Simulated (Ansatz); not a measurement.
This script makes relaxations under a series of pressures of ZrAu, space group P4/mmm with Ansatz 0.2.0 through its Python package.

Script `compress_zrau.py`:
```python
import ansatz as az
import numpy as np

def edges_and_angles(cell):
    cell = np.asarray(cell)
    a, b, c = np.linalg.norm(cell, axis=1)
    cosines = cell[1] @ cell[2] / (b * c), cell[0] @ cell[2] / (a * c), cell[0] @ cell[1] / (a * b)
    return (a, b, c, *np.degrees(np.arccos(cosines)))

zrau = (
    az.Lattice.from_parameters(3.16565572, 3.16565572, 3.91754428, alpha=90, beta=90, gamma=90)
    .space_group(123, hermann_mauguin="P4/mmm")
    .atom("Zr", [0.0, 0.0, 0.0])
    .atom("Au", [0.5, 0.5, 0.5])
)

base = zrau.calculation()
base = base.basis(470)
base = base.kpoints(density=4.1)
base = base.occupations(az.OccupationsMethod.METHFESSEL_PAXTON, width=0.1)
base = base.functional("pbesol")
base = base.pseudopotentials("paw")
base = base.scf(tolerance=1e-09)

rows = []
for pressure in [-2, 0, 2, 5, 10]:
    res = base.relax(cell=True, pressure=pressure, max_steps=30).run(threads=1, backend="cpu")
    cell = res.lattice.cell_ang
    n_atoms = len(res.lattice.sites)
    volume = abs(np.linalg.det(cell)) / n_atoms
    enthalpy = res.report["free_energy_ev"] / n_atoms + pressure * volume / 160.21766
    rows.append((pressure, volume, enthalpy, *edges_and_angles(cell)))
    print(f"{pressure} GPa done: {volume:.4f} A^3/atom")

print(" P (GPa)  V (A^3/atom)  H (eV/atom)     a       b       c")
for row in rows:
    print("{:8.1f} {:12.4f} {:14.5f} {:7.4f} {:7.4f} {:7.4f}".format(*row[:6]))
p, v = np.array([row[0] for row in rows], float), np.array([row[1] for row in rows])
print("mean bulk modulus between rows (GPa):", np.round(-np.diff(p) / np.diff(np.log(v)), 1))
```

Its results, one of them left out:

| P (GPa) | relaxed V (Å³/atom) |
| --- | --- |
| -2 | 19.207 |
| 0 | 18.942 |
| 2 | 18.700 |
| 5 | 18.360 |
| 10 | ? |

What volume does the cell relax to at 10 GPa?

Murnaghan's form V = V0 (1 + B' P / B0)^(-1/B') through the 4 rows shown gives V0 = 18.943 Å³, B0 = 149.5 GPa and B' = 4.28, and so 17.861 Å³ an atom at 10 GPa. The run gave 17.858 Å³, 0.02 % away.

The run is spin-unpolarised. At a fixed pressure a relaxation lowers the enthalpy F + PV, while F alone can rise. The mesh is modest for a metal, so energies can be off by several to tens of meV an atom and pressures by half a GPa or more; differences at equal mesh fare better. The program warned that this SCF threshold is loose for forces or stresses. Spin-orbit coupling, which matters for elements this heavy, is left out. The structure comes from a database of computed cells and needn't be a stable or known phase. Symmetry holds the cell in this phase, whether or not it is the stable one at each pressure. Finished in 88 s on 1 thread of Arm Neoverse V1, with other jobs on the host, peak memory 0.46 GiB.
